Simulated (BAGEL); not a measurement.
# Si2NH5F (SMILES F[SiH2]N[SiH2]) at UHF/STO-3G (density fitting with qzvpp-jkfit)

Aim: the vertical doublet–quartet gap of Si2NH5F at UHF/STO-3G (density fitting with qzvpp-jkfit), from 2 runs. 

Program for the calculation: BAGEL 1.2.2.

## Step 1: The system as given

Si2NH5F has 9 atoms, charge 0, and is taken as a doublet. As SMILES, `F[SiH2]N[SiH2]`. Geometry: relaxed at PBE0-D4/def2-TZVP. This is one conformer, not always the lowest.

Bond lengths: F1–Si2 1.600 Å, Si2–N3 1.712 Å, N3–Si4 1.736 Å, Si2–H5 1.480 Å, Si2–H6 1.477 Å, N3–H7 1.012 Å, Si4–H8 1.489 Å, Si4–H9 1.494 Å. Some angles: F1–Si2–N3 112.4°, Si2–N3–Si4 128.4°, F1–Si2–H5 106.1°, F1–Si2–H6 106.9°, N3–Si2–H5 109.2°, N3–Si2–H6 108.5°, Si2–N3–H7 115.7°, Si4–N3–H7 115.2°, N3–Si4–H8 106.6°, N3–Si4–H9 109.5°.

## Step 2: The energy at UHF/STO-3G (density fitting with qzvpp-jkfit)

hf.json reads:

```json
{ "bagel": [

{
  "title": "molecule",
  "basis": "sto-3g",
  "df_basis": "qzvpp-jkfit",
  "angstrom": true,
  "geometry": [
    { "atom": "F", "xyz": [   -1.778200,    1.208900,   -1.181800 ] },
    { "atom": "Si", "xyz": [   -0.288000,    1.123600,   -0.604900 ] },
    { "atom": "N", "xyz": [    0.241500,   -0.491400,   -0.403000 ] },
    { "atom": "Si", "xyz": [    0.023600,   -1.533600,    0.967900 ] },
    { "atom": "H", "xyz": [    0.576300,    1.799100,   -1.598800 ] },
    { "atom": "H", "xyz": [   -0.302800,    1.779800,    0.718800 ] },
    { "atom": "H", "xyz": [    0.600400,   -0.942200,   -1.234500 ] },
    { "atom": "H", "xyz": [   -0.246300,   -0.650000,    2.136200 ] },
    { "atom": "H", "xyz": [    1.261800,   -2.340700,    1.182700 ] }
  ]
},
{
  "title": "uhf",
  "nopen": 1
},
{
  "title": "print",
  "file": "orbitals.molden",
  "orbitals": true
}

]}
```

Run with:

```console
BAGEL_NUM_THREADS=1 BAGEL hf.json > hf.out
```

Standard output:

```text
* using 1 threads per process

  ===============================================================
  ===============================================================

  *** Geometry ***

  { "atom" : "F", "xyz" : [     -3.360311,      2.284490,     -2.233278 ] },
  { "atom" : "Si", "xyz" : [     -0.544241,      2.123296,     -1.143095 ] },
  { "atom" : "N", "xyz" : [      0.456369,     -0.928611,     -0.761560 ] },
  { "atom" : "Si", "xyz" : [      0.044598,     -2.898084,      1.829066 ] },
  { "atom" : "H", "xyz" : [      1.089049,      3.399806,     -3.021294 ] },
  { "atom" : "H", "xyz" : [     -0.572209,      3.363335,      1.358335 ] },
  { "atom" : "H", "xyz" : [      1.134592,     -1.780500,     -2.332867 ] },
  { "atom" : "H", "xyz" : [     -0.465440,     -1.228322,      4.036833 ] },
  { "atom" : "H", "xyz" : [      2.384456,     -4.423282,      2.234979 ] },

  Number of auxiliary basis functions:      500

  Since a DF basis is specified, we compute 2- and 3-index integrals:
    o Being stored without compression. Storage requirement is 0.004 GB

  Number of basis functions:       33
  Number of electrons      :       49

    * METHOD: MOLECULE                             0.20

  *** Open-shell HF ***

  === Nuclear Repulsion ===
   217.0452515446

      * DIIS with orbital gradients will be used.

  === UHF iteration (sto-3g) ===
      0       -725.82381250          0.02348178           0.05
      1       -725.89108332          0.00511538           0.05
      2       -725.89567943          0.00210055           0.05
      3       -725.89643982          0.00080411           0.05
      4       -725.89673841          0.00023950           0.05
      5       -725.89678622          0.00009595           0.05
      6       -725.89680363          0.00002496           0.05
      7       -725.89680570          0.00001101           0.05
      8       -725.89680633          0.00000348           0.05
      9       -725.89680641          0.00000086           0.05
     10       -725.89680641          0.00000040           0.05
     11       -725.89680641          0.00000013           0.05
     12       -725.89680641          0.00000004           0.05
     13       -725.89680641          0.00000002           0.05
     14       -725.89680641          0.00000001           0.05
     15       -725.89680641          0.00000000           0.05
    * SCF iteration converged.

    * S^2 (UHF) is 0.7516

    * Permanent dipole moment:
           (   -0.178692,     0.326315,     0.029187) a.u.

    * METHOD: UHF                                  0.94

    * METHOD: PRINT                                0.00

  ===============================================================
```

Wall time 1.3 s (1 thread of Arm Neoverse V1, shared host); peak memory 0.081 GiB.

## Step 3: The quartet at the same level

calc.json reads:

```json
{ "bagel" : [

{
  "title" : "molecule",
  "basis" : "sto-3g",
  "df_basis" : "qzvpp-jkfit",
  "angstrom" : true,
  "geometry" : [
    { "atom" : "F", "xyz" : [   -1.778200,    1.208900,   -1.181800 ] },
    { "atom" : "Si", "xyz" : [   -0.288000,    1.123600,   -0.604900 ] },
    { "atom" : "N", "xyz" : [    0.241500,   -0.491400,   -0.403000 ] },
    { "atom" : "Si", "xyz" : [    0.023600,   -1.533600,    0.967900 ] },
    { "atom" : "H", "xyz" : [    0.576300,    1.799100,   -1.598800 ] },
    { "atom" : "H", "xyz" : [   -0.302800,    1.779800,    0.718800 ] },
    { "atom" : "H", "xyz" : [    0.600400,   -0.942200,   -1.234500 ] },
    { "atom" : "H", "xyz" : [   -0.246300,   -0.650000,    2.136200 ] },
    { "atom" : "H", "xyz" : [    1.261800,   -2.340700,    1.182700 ] }
  ]
},
{ "title" : "uhf", "nopen" : 3 },
{ "title" : "print", "file" : "orbitals.molden", "orbitals" : true }

]}
```

Run with:

```console
BAGEL_NUM_THREADS=1 BAGEL calc.json > calc.out
```

Standard output:

```text
* using 1 threads per process

  ===============================================================
  ===============================================================

  *** Geometry ***

  { "atom" : "F", "xyz" : [     -3.360311,      2.284490,     -2.233278 ] },
  { "atom" : "Si", "xyz" : [     -0.544241,      2.123296,     -1.143095 ] },
  { "atom" : "N", "xyz" : [      0.456369,     -0.928611,     -0.761560 ] },
  { "atom" : "Si", "xyz" : [      0.044598,     -2.898084,      1.829066 ] },
  { "atom" : "H", "xyz" : [      1.089049,      3.399806,     -3.021294 ] },
  { "atom" : "H", "xyz" : [     -0.572209,      3.363335,      1.358335 ] },
  { "atom" : "H", "xyz" : [      1.134592,     -1.780500,     -2.332867 ] },
  { "atom" : "H", "xyz" : [     -0.465440,     -1.228322,      4.036833 ] },
  { "atom" : "H", "xyz" : [      2.384456,     -4.423282,      2.234979 ] },

  Number of auxiliary basis functions:      500

  Since a DF basis is specified, we compute 2- and 3-index integrals:
    o Being stored without compression. Storage requirement is 0.004 GB

  Number of basis functions:       33
  Number of electrons      :       49

    * METHOD: MOLECULE                             0.20

  *** Open-shell HF ***

  === Nuclear Repulsion ===
   217.0452515446

      * DIIS with orbital gradients will be used.

  === UHF iteration (sto-3g) ===
      0       -725.44283650          0.02063106           0.05
      1       -725.53990281          0.00762067           0.05
      2       -725.55615348          0.00228193           0.06
      3       -725.56054371          0.00126066           0.05
      4       -725.56304081          0.00041325           0.05
      5       -725.56360080          0.00025798           0.05
      6       -725.56379475          0.00014556           0.05
      7       -725.56386222          0.00005905           0.05
      8       -725.56386734          0.00001872           0.05
      9       -725.56386853          0.00001073           0.05
     10       -725.56386886          0.00000458           0.05
     11       -725.56386890          0.00000210           0.05
     12       -725.56386890          0.00000102           0.05
     13       -725.56386890          0.00000031           0.05
     14       -725.56386890          0.00000016           0.05
     15       -725.56386890          0.00000007           0.05
     16       -725.56386890          0.00000004           0.05
     17       -725.56386890          0.00000002           0.05
     18       -725.56386890          0.00000001           0.05
    * SCF iteration converged.

    * S^2 (UHF) is 3.7570

    * Permanent dipole moment:
           (   -0.330327,     0.432021,     0.455082) a.u.

    * METHOD: UHF                                  1.09

    * METHOD: PRINT                                0.00

  ===============================================================
```

It took 1.4 s on 1 thread of Arm Neoverse V1, shared host; peak memory 0.081 GiB.

## Step 4: What came out

At UHF/STO-3G (density fitting with qzvpp-jkfit):

| quantity | value |
| --- | --- |
| doublet: total energy | -725.89681 Eh |
| doublet: dipole moment | 0.95 D |
| doublet: ⟨S²⟩ | 0.752 |
| quartet: total energy | -725.56387 Eh |
| quartet: dipole moment | 1.80 D |
| quartet: ⟨S²⟩ | 3.757 |
| vertical energy of the quartet above the doublet | 9.060 eV |

In words: At this shape the quartet lies 9.06 eV (209 kcal/mol) above the doublet. In a minimal basis such a difference can be off by several eV, whatever the method.
